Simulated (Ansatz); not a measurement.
# CH3F3Ge: the cost of one run

Computed with the Python package of Ansatz 0.2.0. The levels of theory stand in the script.

## 1. The system

Bond lengths: F1–C2 1.395 Å, C2–F3 1.387 Å, C2–F4 1.458 Å, C2–Ge5 1.943 Å, Ge5–H6 1.578 Å, Ge5–H7 1.536 Å, Ge5–H8 1.508 Å. Angles: F1–C2–F3 108.5°, F1–C2–F4 107.7°, F1–C2–Ge5 112.7°, F3–C2–F4 109.9°, F3–C2–Ge5 107.8°, F4–C2–Ge5 110.1°, C2–Ge5–H6 109.1°, C2–Ge5–H7 109.4°, C2–Ge5–H8 109.3°, H6–Ge5–H7 108.9°, H6–Ge5–H8 108.8°, H7–Ge5–H8 111.2°.

No structure file is read: the coordinates are typed or built in the script.

## 2. The code

methods.py reads:

```python
from pathlib import Path
import warnings

import ansatz as az
import numpy as np

warnings.simplefilter('ignore', az.DeckWarning)

system = (
    az.Crystal.molecule()
    .atom('F', (0.4815, -1.0075, 1.6512))
    .atom('C', (0.6719, -0.655, 0.3145))
    .atom('F', (0.5794, -1.8011, -0.4606))
    .atom('F', (2.0058, -0.0789, 0.1931))
    .atom('Ge', (-0.6605, 0.6058, -0.3267))
    .atom('H', (-0.5906, 1.9192, 0.5454))
    .atom('H', (-0.3625, 0.9627, -1.7907))
    .atom('H', (-2.0328, -0.0023, -0.182))
)

calculation = system.calculation().basis(gaussian='def2-SVP')

print('functional    E (Ha)        dipole (D)   HOMO (eV)  LUMO (eV)')
for name in ['hf', 'pbe0', 'pbe', 'blyp', 'hse06', 'r2scan']:
    data = calculation.functional(name).forces().orbitals().run(threads=1, runs_dir='runs').report
    lines = Path(data['orbitals_path']).read_text().splitlines()
    field_of = lambda key: [line.split('=')[1].strip() for line in lines if line.startswith(key)]
    orbitals = [(27.211386 * float(e), s, float(n)) for e, s, n in zip(field_of('Ene='), field_of('Spin='), field_of('Occup='))]
    homo = max(e for e, _, n in orbitals if n > 0.5)
    lumo = min(e for e, _, n in orbitals if n < 0.5)
    dipole = 4.803205 * np.linalg.norm(data['charge_distribution']['dipole_moment_e_ang'])
    print(f'{name:10s} {data["free_energy_ev"] / 27.211386246:14.6f} {dipole:9.3f} {homo:11.3f} {lumo:10.3f}')
```

## 3. The calls as engine input

The package turns the script's settings into the engine's input (first run):

```yaml
crystal:
  periodic: [false, false, false]
  atoms:
    - { symbol: F, position_ang: [0.4815, -1.0075, 1.6512] }
    - { symbol: C, position_ang: [0.6719, -0.655, 0.3145] }
    - { symbol: F, position_ang: [0.5794, -1.8011, -0.4606] }
    - { symbol: F, position_ang: [2.0058, -0.0789, 0.1931] }
    - { symbol: Ge, position_ang: [-0.6605, 0.6058, -0.3267] }
    - { symbol: H, position_ang: [-0.5906, 1.9192, 0.5454] }
    - { symbol: H, position_ang: [-0.3625, 0.9627, -1.7907] }
    - { symbol: H, position_ang: [-2.0328, -0.0023, -0.182] }
basis:
  gaussian:
    orbitals: def2-SVP
hamiltonian:
  xc: hf
output:
  orbitals: {}
  forces: true
```

## 4. Launch

On the command line:

```console
$ python methods.py
```

What time and memory should one allow on 1 thread of Arm Neoverse V2, shared host?

About 24 s, with a peak of 0.3 GiB.
